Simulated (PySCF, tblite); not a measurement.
**C₈H₁₇P: geometry, infrared bands and NMR shifts**

What infrared bands and NMR shifts should C₈H₁₇P (`C=[P@@]1(C)CCC[C@H]1CC`) show?

The runs use tblite 0.8.0 and PySCF 2.14.0, with density-fitted response routines of our own; the level of theory stands in each step. All values are computed, except where a source is named. Atoms are numbered from 0 throughout.

## (1) The starting structure

26 atoms, charge 0, multiplicity 1; geometry from: force field or distance geometry start.

Bonds of the start (Å): C0–P1 1.72, P1–C2 1.74, P1–C3 1.76, C3–C4 1.54, C4–C5 1.54, C5–C6 1.55, C6–C7 1.53, C7–C8 1.51, C6–P1 1.77, C0–H9 1.10, C0–H10 1.10, C2–H11 1.10, C2–H12 1.09, C2–H13 1.09, C3–H14 1.10, C3–H15 1.07, C4–H16 1.09, C4–H17 1.10, C5–H18 1.09, C5–H19 1.10, C6–H20 1.10, C7–H21 1.10, C7–H22 1.09, C8–H23 1.10, C8–H24 1.09, C8–H25 1.08.

## (2) Geometry optimisation with GFN2-xTB

What the job is given:

```
{"job": {"kind": "relax", "xc": "GFN2-xTB", "basis": "xTB"}, "charge": 0, "multiplicity": 1}
C     -0.466200     1.774000    -0.896000
P     -0.718000     0.543600     0.276300
C     -0.816000     1.292300     1.840300
C     -2.135700    -0.326000    -0.304200
C     -1.637100    -1.777800    -0.468500
C     -0.175000    -1.686700    -0.937700
C      0.531300    -0.685700     0.017300
C      1.895200    -0.252800    -0.512800
C      2.637900     0.642600     0.455100
H     -0.281300     2.818000    -0.598600
H     -0.513900     1.559300    -1.975400
H     -1.654800     2.009400     1.879000
H      0.085200     1.836400     2.106700
H     -0.995400     0.555600     2.621500
H     -2.976500    -0.288900     0.407800
H     -2.486900     0.057800    -1.244900
H     -1.679900    -2.296800     0.489400
H     -2.255200    -2.332700    -1.190800
H     -0.137700    -1.308600    -1.959400
H      0.320200    -2.665400    -0.907000
H      0.681100    -1.200000     0.981300
H      1.775000     0.266100    -1.472800
H      2.508800    -1.137900    -0.697200
H      2.093400     1.580600     0.610700
H      2.765000     0.161500     1.427800
H      3.615700     0.884700     0.065300
```

Launch:

```sh
> OMP_NUM_THREADS=1 python probes_run.py task.json out
```

This one command runs all jobs of the session in turn.

**Question.** This job is followed by: GFN2-xTB harmonic vibrations, gas phase; GIAO PBE0/pcSseg-1 NMR shielding, non-relativistic, gas phase. Predict these results of the whole session: strongest single infrared mode (GFN2-xTB); zero-point energy (GFN2-xTB); ¹³C shifts against TMS (PBE0/pcSseg-1); ¹H shifts against TMS (PBE0/pcSseg-1, means over atoms taken as alike); ³¹P shifts against H3PO4 (PBE0/pcSseg-1).

As calculated:

| quantity | value |
| --- | --- |
| strongest single infrared mode (GFN2-xTB) | 2974 cm⁻¹, 104 km/mol |
| zero-point energy (GFN2-xTB) | 142.8 kcal/mol |
| ¹³C shifts against TMS (PBE0/pcSseg-1) | 47.8, 39.2, 33.9, 28.4, 25.6, 20.2, 17.0, -0.8 ppm |
| ¹H shifts against TMS (PBE0/pcSseg-1, means over atoms taken as alike) | 1.96, 1.85, 1.76, 1.59, 1.57, 1.46, 1.41, 1.22, 1.18, 1.05, 1.02, -0.12 ppm |
| ³¹P shifts against H3PO4 (PBE0/pcSseg-1) | 13.2 ppm |

**Reading.** Over 107 steps the energy fell by 1.352 eV; of the close pairs, P1–C6 changed most, 1.772 to 1.922 Å. All 72 modes are real, so the xTB geometry is a minimum. GFN2-xTB is a fitted tight-binding method: band positions and strengths are rough. Its intensities can rank the bands wrongly. At PBE0/pcSseg-1: Shielding is most anisotropic at P1 (span 236 ppm, paramagnetic term -661 ppm).
